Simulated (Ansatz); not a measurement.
This script drives the Ansatz DFT code, driven from Python.

The script, `pa_ges.py`:
```python
'''Adding a proton to GeS.'''

import ansatz as az
from ase import Atoms
import numpy as np

params = {
    'basis': 'def2-SVP',
    'functional': 'pbe0',
    'charge': 1,
    'force_tol': 0.01,
}

atoms = Atoms(['Ge', 'S'], positions=[
    [0.0, 0.0, 0.0],
    [0.0, 0.0, 2.145],
])
ges = az.Crystal.molecule_from_ase(atoms)

calculation = (
    ges.calculation()
    .basis(gaussian=params['basis'])
    .functional(params['functional'])
)
symbols = [site.symbol for site in ges.cartesian_sites]
start = np.array([site.position_ang for site in ges.cartesian_sites], dtype=float)
r = calculation.relax(force_tolerance=0.01).run(threads=1).report
end = np.array(r['positions_ang'])

# start the new hydrogen opposite the existing bonds
away = sum((end[1] - end[j]) / np.linalg.norm(end[1] - end[j]) for j in [0]) + np.array([0.15, 0.1, -0.2])
proton = end[1] + 1.4 * away / np.linalg.norm(away)
acid = az.Crystal.molecule()
for symbol, place in zip(symbols, end):
    acid = acid.atom(symbol, place.tolist())
acid = acid.atom('H', proton.tolist())
protonated = (
    acid.calculation()
    .basis(gaussian=params['basis'])
    .functional(params['functional'])
    .charge(params['charge'])
    .relax(force_tolerance=params['force_tol'], max_steps=80)
)
after = protonated.run(threads=1).report
xyz = np.array(after['positions_ang'])
reach = np.linalg.norm(xyz[:-1] - xyz[-1], axis=1)
print(f'base {r["free_energy_ev"]:.5f} eV, protonated {after["free_energy_ev"]:.5f} eV')
print(f'the proton ends {reach.min():.3f} A from {symbols[reach.argmin()]}{reach.argmin()}')
print(f'electronic proton affinity {96.485332 * (r["free_energy_ev"] - after["free_energy_ev"]):.1f} kJ/mol')
```

It is started by `python pa_ges.py`. Estimate its wall time and peak memory on 1 thread of Arm Neoverse V1 (shared host).

It took about 20 s, with a peak of 0.18 GiB, for 2 runs of the engine.

```console
$ python pa_ges.py
base -67332.92818 eV, protonated -67340.63900 eV
the proton ends 1.366 A from S1
electronic proton affinity 744.0 kJ/mol
```

What to keep in mind:
- These settings explore the input space; basis and method may be short of convergence.
- The proton is put on one chosen atom, which needn't be the most basic site, so the molecule's proton affinity can be higher; the ends are stationary points, not checked by frequencies, and zero-point and thermal terms count only where printed.
- The spin state was assumed, and another may lie lower.
